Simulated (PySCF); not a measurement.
# C7H9NO: the cost of one run

Programs: PySCF 2.14.0, with routines of our own; each step states its level. All values are computed. Atoms count from 0.

## Step 1: The starting structure

18 atoms, charge 0, multiplicity 1; geometry from: GFN2-xTB.

## Step 2: Magnetic properties: GIAO KT3/pcSseg-1

The job: settings as JSON, then the geometry in Å.

```
{"job": {"kind": "mag", "xc": "KT3", "basis": "pcSseg-1", "isotopologues": 0}, "charge": 0, "multiplicity": 1}
C      3.420561    -0.448200    -0.429762
O      2.056776    -0.143446    -0.270433
C      1.231896    -0.599256    -1.253983
C     -0.048343    -0.257750    -1.328527
C     -0.721315     0.663949    -0.350812
C     -1.626527    -0.111288     0.547472
C     -2.932697     0.116408     0.694439
C     -3.617323     1.143224     0.017064
N     -4.195425     1.972297    -0.526760
H      3.924630    -0.075616     0.460203
H      3.837938     0.043375    -1.315085
H      3.581510    -1.528457    -0.512099
H      1.681789    -1.266899    -1.981219
H     -0.659474    -0.673480    -2.113030
H     -1.288365     1.431294    -0.882899
H      0.053450     1.141747     0.254076
H     -1.160965    -0.920862     1.093885
H     -3.546875    -0.480724     1.356295
```

Level: GIAO KT3/pcSseg-1 magnetisability, rotational g tensor and spin-rotation constants, non-relativistic, gas phase.

On the command line:

```console
OMP_NUM_THREADS=1 python excited_run.py task.json out
```

One launch serves the whole session: the jobs run in the order shown.

**Question.** How long does this job take on 1 thread of Arm Neoverse V1, shared host, and how much memory does it need?

About 55 s, with a peak of 0.71 GiB.
